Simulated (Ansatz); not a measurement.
**RuTe (rocksalt): how the settings move a single-point run**

How sensitive is a single-point run of RuTe (rocksalt) to its settings? A reference run comes first, then four runs with altered input.

Program: Ansatz 0.2.0. Level of theory: reference: DFT r2SCAN, scalar-relativistic, plane waves, PAW. These are calculated values, not measurements.

1 further run of the same task is left out (it didn't finish). Runs told in other sessions of the task aren't counted.

### 1 The system as given

Symmetry: Fm-3m, No. 225, cubic system. The conventional cell has a = 5.421 Å, b = 5.421 Å, c = 5.421 Å, α = 90.00°, β = 90.00°, γ = 90.00°. Ru (site symmetry m-3m) is surrounded by 6 Te at 2.71 Å. Around Te (site symmetry m-3m) lie 6 Ru at 2.71 Å.

Structure file:

```
Ru Te
1.0
     0.00000    2.71052    2.71052
     2.71052    0.00000    2.71052
     2.71052    2.71052    0.00000
Ru Te
1 1
Direct
  0.50000 0.50000 0.50000
  0.00000 0.00000 0.00000
```

### 2 Reference

input.yaml

```yaml
crystal:
  lattice:
    - [0.0, 2.7105248454, 2.7105248454]
    - [2.7105248454, 0.0, 2.7105248454]
    - [2.7105248454, 2.7105248454, 0.0]
  atoms:
    - { symbol: Ru, position: [0.5, 0.5, 0.5] }
    - { symbol: Te, position: [0.0, 0.0, 0.0] }
basis:
  ecutwfc: 500
  ecutrho_ratio: 4
kpoints:
  mp_grid: { grid: [12, 12, 12] }
hamiltonian:
  xc: r2scan
scf:
  occupations: { method: gaussian, width: 0.05 }
output:
  forces: true
  stress: true
  eigenvalues: true
```

Run with:

```console
> ansatz run input.yaml --threads 2 --pin off --max-ram 2662MiB --backend cpu --events-out ev --progress --plain --runs-dir out
```

Excerpt of the output:

```text
[...]
Basis set: ecut = 500 eV, 965 PW (Γ), exchange–correlation on 120×120×120 points (64 copies of the dense FFT grid, shifted against one another)
[...]
k-points: 72 of 1728
[...]
SCF iter   1: F=—  HF=-12884.578200 eV  |F-HF|=—  |Δ(HF+E_count)|=         —  Δρ=1.14e-2  dr2=1.38e-2  dr2_τ=4.15e-2  ethr=1.77e-3  ⟨swp⟩=5.9  Hψ=6904  notcnv=0
preconditioner: auto → Kerker (q_TF=auto, 2.631 Å⁻¹)  [metal: Δε(μ)=0.011 eV  Ē_g=8.377 eV  σ=0.050 eV  W_gap=0.12  n_scr=14 (ndim 8)  ℏωp=22.0 eV  f_vac=0.000  D(μ)=2.22/eV (n_scr^D=14)]
SCF iter   2: F=—  HF=-12884.624840 eV  |F-HF|=—  |Δ(HF+E_count)|=   4.66e-2  Δρ=7.88e-3  dr2=5.60e-3  dr2_τ=2.29e-4  ethr=4.32e-5  ⟨swp⟩=2.0  Hψ=2861  notcnv=0  defer=1
[...]
SCF iter   6: F=—  HF=-12884.627802 eV  |F-HF|=—  |Δ(HF+E_count)|=   6.45e-7  Δρ=4.79e-5  dr2=1.07e-6  dr2_τ=1.62e-7  ethr=2.42e-8  ⟨swp⟩=2.0  Hψ=2020  notcnv=0  defer=1
SCF iter   7: F=-12884.627802 eV  HF=-12884.627802 eV  |F-HF|=2.60e-8  |Δ(HF+E_count)|=   6.76e-9  Δρ=1.35e-5  dr2=4.87e-8  dr2_τ=2.56e-9  ethr=3.13e-10  ⟨swp⟩=4.4  Hψ=6604  notcnv=0
[...]
SCF converged after 7 iterations
Free energy (F): -12884.627802 eV
[...]
E sigma→0 (E₀):  -12884.626260 eV
[...]
Fermi energy:    16.115429 eV
[...]
  P = ⅓ Tr σ = 0.0007 GPa (0.007 kbar)
[...]
```

It took 3.3 s on 2 threads of Arm Neoverse V2, shared host; peak memory 0.48 GiB.

### 3 Variant: ecutrho_ratio 8, occupations.method tetrahedron_uncorrected, lower_state_search light, width left out

Edit input.yaml of step 2 so:

```diff
@@ -10,3 +10,3 @@
   ecutwfc: 500
-  ecutrho_ratio: 4
+  ecutrho_ratio: 8
 kpoints:
@@ -16,3 +16,4 @@
 scf:
-  occupations: { method: gaussian, width: 0.05 }
+  occupations: { method: tetrahedron_uncorrected }
+  lower_state_search: light
 output:
@@ -20,2 +21 @@
   stress: true
-  eigenvalues: true
```

Run with:

```console
> ansatz run input.yaml --threads 2 --pin off --max-ram 2662MiB --backend cpu --events-out ev --progress --plain --runs-dir out
```

Standard output (excerpt; [...] marks lines left out):

```text
Warning: RAYON_NUM_THREADS=2 ignored (pool sized by the plan → 2); use --threads N
[...]
Pseudopotentials: kind: paw
Pseudopotential: Ru, paw, valence charge 16, recommended cutoff 500 eV (meta_gga), Ru.paw.azcp
Pseudopotential: Te, paw, valence charge 16, recommended cutoff 500 eV (meta_gga), Te.paw.azcp
Functional definition: r2SCAN
[...]
Crystal: 2 atoms, lattice volume = 39.828 Å³
Basis set: ecut = 500 eV, 965 PW (Γ), exchange–correlation on 160×160×160 points (64 copies of the dense FFT grid, shifted against one another)
Bands: 20, of which v1, the nominal top of the filled ones, is band 16 counted from 1 (15 counted from 0)
Symmetry: 48 space group operations
Space group: Fm-3m (ITA 225), of the structure as read, at distance tolerance 3.4e-5 Å
k-points: 72 of 1728
[...]
SCF iter   1: F=—  HF=-12884.552512 eV  |F-HF|=—  |Δ(HF+E_count)|=         —  Δρ=1.13e-2  dr2=1.42e-2  dr2_τ=4.13e-2  ethr=1.77e-3  ⟨swp⟩=6.0  Hψ=7035  notcnv=0
[...]
SCF iter   7: F=-12884.601570 eV  HF=-12884.601570 eV  |F-HF|=1.41e-8  |Δ(HF+E_count)|=   5.67e-8  Δρ=7.41e-6  dr2=2.75e-8  dr2_τ=1.42e-9  ethr=3.13e-10  ⟨swp⟩=5.0  Hψ=4965  notcnv=0
[...]
SCF converged after 7 iterations
Free energy (F): -12884.601570 eV
[...]
E sigma→0 (E₀):  -12884.601570 eV
Entropy (-TS):   -0.000162 eV (-0.081 meV/atom)
Fermi energy:    16.094106 eV
[...]
--- Forces (eV/Å), atoms counted from 1 ---
  atom   1  Ru     0.00000000    -0.00000000    -0.00000000
  atom   2  Te    -0.00000000     0.00000000     0.00000000
[...]
--- Stress (GPa, compression-positive) ---
        0.232134      -0.000000       0.000000
       -0.000000       0.232134      -0.000000
        0.000000      -0.000000       0.232134
  P = ⅓ Tr σ = 0.2321 GPa (2.321 kbar)
--- Band table (eV; the first three rows and the last of 72) ---
  k-point 0: bands = ["-57.7887", "-27.0997", "-27.0997", "-27.0997", "-22.4062", "-22.4062", "-22.3755", "-22.3755", "-22.3755", "1.8844", "14.1083", "14.1083", "14.1083", "14.4168", "14.4168", "15.7365", "15.7365", "15.7365", "21.9557", "24.6576"]
[...]
```

Run time: 3.6 s. Hardware: 2 threads of Arm Neoverse V2, shared host; peak memory 0.67 GiB.

Changing the numerical grids, smearing and search for lower states moves the energy by +12.3 meV/atom (σ→0 values).

### 4 Changing settings: symmetry.detect false, mp_grid.grid [6, 6, 6]

Edit input.yaml of step 2 so:

```diff
@@ -8,2 +8,3 @@
     - { symbol: Te, position: [0.0, 0.0, 0.0] }
+  symmetry: { detect: false }
 basis:
@@ -12,3 +13,3 @@
 kpoints:
-  mp_grid: { grid: [12, 12, 12] }
+  mp_grid: { grid: [6, 6, 6] }
 hamiltonian:
@@ -20,2 +21 @@
   stress: true
-  eigenvalues: true
```

Run with:

```console
> ansatz run input.yaml --threads 2 --pin off --max-ram 2662MiB --backend cpu --events-out ev --progress --plain --runs-dir out
```

Standard output (excerpt; [...] marks lines left out):

```text
Warning: RAYON_NUM_THREADS=2 ignored (pool sized by the plan → 2); use --threads N
[...]
[... 4 set-up lines as earlier in the session ...]
[...]
Crystal: 2 atoms, lattice volume = 39.828 Å³
Basis set: ecut = 500 eV, 965 PW (Γ), exchange–correlation on 120×120×120 points (64 copies of the dense FFT grid, shifted against one another)
Bands: 20, of which v1, the nominal top of the filled ones, is band 16 counted from 1 (15 counted from 0)
Symmetry: 1 space group operations
k-points: 112 of 216 (time reversal used)
[...]
SCF iter   1: F=—  HF=-12884.555094 eV  |F-HF|=—  |Δ(HF+E_count)|=         —  Δρ=9.40e-3  dr2=1.14e-2  dr2_τ=3.85e-2  ethr=1.77e-3  ⟨swp⟩=6.0  Hψ=10877  notcnv=0
[...]
SCF iter   7: F=-12884.601237 eV  HF=-12884.601237 eV  |F-HF|=6.24e-9  |Δ(HF+E_count)|=   3.28e-8  Δρ=1.12e-5  dr2=4.24e-8  dr2_τ=3.09e-9  ethr=3.13e-10  ⟨swp⟩=3.7  Hψ=9461  notcnv=0
[...]
SCF converged after 7 iterations
Free energy (F): -12884.601237 eV
[...]
E sigma→0 (E₀):  -12884.597997 eV
Entropy (-TS):   -0.006480 eV (-3.240 meV/atom)
Fermi energy:    16.161558 eV
[...]
--- Forces (eV/Å), atoms counted from 1 ---
  atom   1  Ru     0.00000001     0.00000005    -0.00000003
  atom   2  Te    -0.00000003     0.00000003    -0.00000010
[...]
--- Stress (GPa, compression-positive) ---
        0.063635       0.000000       0.000001
        0.000000       0.063638      -0.000002
        0.000001      -0.000002       0.063640
  P = ⅓ Tr σ = 0.0636 GPa (0.636 kbar)
```

Wall time 8.4 s (2 threads of Arm Neoverse V2, shared host); peak memory 0.52 GiB.

Changing the use of symmetry and k-point mesh moves the energy by +13.3 meV/atom. The energy is not variational in the mesh, so the sign tells nothing. The other settings changed steer the path, not the converged energy, so the shift is the mesh's. Cost: 8.4 s against 3.3 s. These settings are too coarse to quote as the system's properties.

### 5 Changing settings: ecutwfc 14.7 Ry, dr2_threshold 1.0e-08

Edit input.yaml of step 2 so:

```diff
@@ -9,3 +9,3 @@
 basis:
-  ecutwfc: 500
+  ecutwfc: "14.7 Ry"
   ecutrho_ratio: 4
@@ -17,2 +17,3 @@
   occupations: { method: gaussian, width: 0.05 }
+  convergence: { dr2_threshold: 1.0e-08 }
 output:
@@ -20,2 +21 @@
   stress: true
-  eigenvalues: true
```

Run with:

```console
> ansatz run input.yaml --threads 2 --pin off --max-ram 2662MiB --backend cpu --events-out ev --progress --plain --runs-dir out
```

Standard output (excerpt; [...] marks lines left out):

```text
Warning: basis.ecutwfc = 200.00368890801178 eV is below the records' recommended 500 eV, and the density's cutoff is lower with it unless basis.ecutrho_ratio is high enough to keep the records' density cutoff: compare with a run at a higher cutoff
Warning: basis.ecutrho_ratio = 4 (ecutrho = 800.0147556320471 eV) is below the records' recommended 2000 eV
Warning: output.stress: scf.convergence.dr2_threshold = 1e-8 eV is looser than the 2e-10 eV advised for a printed stress (1e-10 eV for each atom of the cell: 2). What an SCF threshold leaves in a stress goes as its square root, and in the free energy as the threshold itself, and one [...]
Warning: RAYON_NUM_THREADS=2 ignored (pool sized by the plan → 2); use --threads N
[...]
[... 4 set-up lines as earlier in the session ...]
[...]
Crystal: 2 atoms, lattice volume = 39.828 Å³
Basis set: ecut = 200.00368890801178 eV, 259 PW (Γ), exchange–correlation on 72×72×72 points (64 copies of the dense FFT grid, shifted against one another)
Bands: 20, of which v1, the nominal top of the filled ones, is band 16 counted from 1 (15 counted from 0)
[... 2 set-up lines as earlier in the session ...]
k-points: 72 of 1728
[...]
SCF iter   1: F=—  HF=-12868.462825 eV  |F-HF|=—  |Δ(HF+E_count)|=         —  Δρ=1.10e-1  dr2=2.87e0  dr2_τ=6.70e-1  ethr=1.77e-3  ⟨swp⟩=5.0  Hψ=5825  notcnv=0
[...]
SCF iter   9: F=-12867.411296 eV  HF=-12867.411296 eV  |F-HF|=1.47e-10  |Δ(HF+E_count)|=   7.10e-9  Δρ=1.10e-6  dr2=4.09e-10  dr2_τ=1.62e-11  ethr=3.13e-11  ⟨swp⟩=4.0  Hψ=4492  notcnv=0
[...]
SCF converged after 9 iterations
Free energy (F): -12867.411296 eV
[...]
E sigma→0 (E₀):  -12867.409645 eV
Entropy (-TS):   -0.003302 eV (-1.651 meV/atom)
Fermi energy:    16.034439 eV
[...]
--- Forces (eV/Å), atoms counted from 1 ---
  atom   1  Ru     0.00000000     0.00000000     0.00000000
  atom   2  Te    -0.00000000     0.00000000     0.00000000
[...]
--- Stress (GPa, compression-positive) ---
      -14.737579      -0.000000      -0.000000
       -0.000000     -14.737579       0.000000
       -0.000000       0.000000     -14.737579
  P = ⅓ Tr σ = -14.7376 GPa (-147.376 kbar)
```

Wall time 1.2 s (2 threads of Arm Neoverse V2, shared host); peak memory 0.3 GiB.

Changing the cutoff and convergence setting moves the energy by +8.61 eV/atom, and the pressure goes from 0.0 to -14.7 GPa. The lower cutoff gives the higher energy: the smaller basis describes the state less well. The log warns that the cutoff is under what these potentials recommend, so the shift is basis error. Cost: 9 SCF cycles against 7, 1.2 s against 3.3 s. These settings are too coarse to quote as the system's properties.

### 6 Variant: occupations.method methfessel_paxton, occupations.width 0.2

Edit input.yaml of step 2 so:

```diff
@@ -16,3 +16,3 @@
 scf:
-  occupations: { method: gaussian, width: 0.05 }
+  occupations: { method: methfessel_paxton, width: 0.2 }
 output:
@@ -20,2 +20,5 @@
   stress: true
-  eigenvalues: true
+  write_density: true
+  write_potential: true
+  elf: true
+  volumetric_format: npy
```

Run with:

```console
> ansatz run input.yaml --threads 2 --pin off --max-ram 2662MiB --backend cpu --events-out ev --progress --plain --runs-dir out
```

Standard output (excerpt; [...] marks lines left out):

```text
Warning: RAYON_NUM_THREADS=2 ignored (pool sized by the plan → 2); use --threads N
[...]
[... 4 set-up lines as earlier in the session ...]
[...]
Crystal: 2 atoms, lattice volume = 39.828 Å³
Basis set: ecut = 500 eV, 965 PW (Γ), exchange–correlation on 120×120×120 points (64 copies of the dense FFT grid, shifted against one another)
Bands: 20, of which v1, the nominal top of the filled ones, is band 16 counted from 1 (15 counted from 0)
[... 2 set-up lines as earlier in the session ...]
k-points: 72 of 1728
[...]
Stability not checked: this state was not tested for a lower state beside it, because cold or Methfessel-Paxton smearing, or corrected tetrahedra, fill the levels in a way that the test cannot read (fill_not_monotonic; see scf.lower_state_search)
Free energy (F): -12884.625780 eV
[...]
E sigma→0 (E₀):  -12884.627546 eV
Entropy (-TS):   0.007061 eV (3.531 meV/atom)
Fermi energy:    16.101069 eV
[...]
--- Forces (eV/Å), atoms counted from 1 ---
  atom   1  Ru     0.00000000     0.00000000    -0.00000000
  atom   2  Te    -0.00000000     0.00000000    -0.00000000
[...]
--- Stress (GPa, compression-positive) ---
       -0.031857       0.000000       0.000000
        0.000000      -0.031857      -0.000000
       -0.000000       0.000000      -0.031857
  P = ⅓ Tr σ = -0.0319 GPa (-0.319 kbar)
--- Band table (eV; the first three rows and the last of 72) ---
  k-point 0: bands = ["-57.7884", "-27.0992", "-27.0992", "-27.0992", "-22.4114", "-22.4114", "-22.3807", "-22.3807", "-22.3807", "1.8831", "14.1086", "14.1086", "14.1086", "14.4181", "14.4181", "15.7346", "15.7346", "15.7346", "21.9551", "24.6572"]
[...]
```

Wall time 4.2 s (2 threads of Arm Neoverse V2, shared host); peak memory 0.48 GiB.

Changing the smearing moves the energy by -0.6 meV/atom (σ→0 values).

### 7 Side by side

```csv
run,ending,energy change,pressure (GPa),gap (eV),force (eV/Å),cycles,time
reference,converged,0,0.0,0.00,0.00,7,3.3 s
"1: ecutrho_ratio 8, occupations.method tetrahedron_uncorrected, lower_state_search light, width left out",converged,+12.3 meV/atom (σ→0),0.2,0.00,0.00,7,3.6 s
"2: symmetry.detect false, mp_grid.grid [6, 6, 6]",converged,+13.3 meV/atom,0.1,0.00,0.00,7,8.4 s
"3: ecutwfc 14.7 Ry, dr2_threshold 1.0e-08",converged,+8.61 eV/atom,-14.7,0.00,0.00,9,1.2 s
"4: occupations.method methfessel_paxton, occupations.width 0.2",converged,-0.6 meV/atom (σ→0),0.0,0.00,0.00,7,4.2 s
```

Times don't compare one to one where runs were asked for different outputs or read a saved state (see the inputs); cycles may leave out searches for a lower state.

Residual by cycle in the longest SCF loop of each run; runs are numbered as in the table. The quantity is the density residual dr2, in eV.

```csv
cycle,reference,run 1,run 2,run 3,run 4
1,0.0138,0.0142,0.0114,2.87,0.016
2,0.0056,0.00601,0.00486,0.303,0.00619
3,2.2e-4,1.9e-4,2.1e-4,0.0292,2.4e-4
4,3.9e-5,3.4e-5,5.6e-5,0.00432,4.1e-5
5,7.7e-6,5.4e-6,9.8e-6,4.3e-4,8.3e-6
6,1.1e-6,1.8e-7,1.2e-6,1.4e-5,9.0e-7
7,4.9e-8,2.8e-8,4.2e-8,1.4e-6,5.4e-8
8,-,-,-,2.6e-8,-
9,-,-,-,4.1e-10,-
```

**Reading.** Run 3 ran under the cutoff that the potentials recommend, as the log warns, so basis error is mixed into its values. The reference has no spin polarisation; with Ru present, a magnetic state may lie lower.
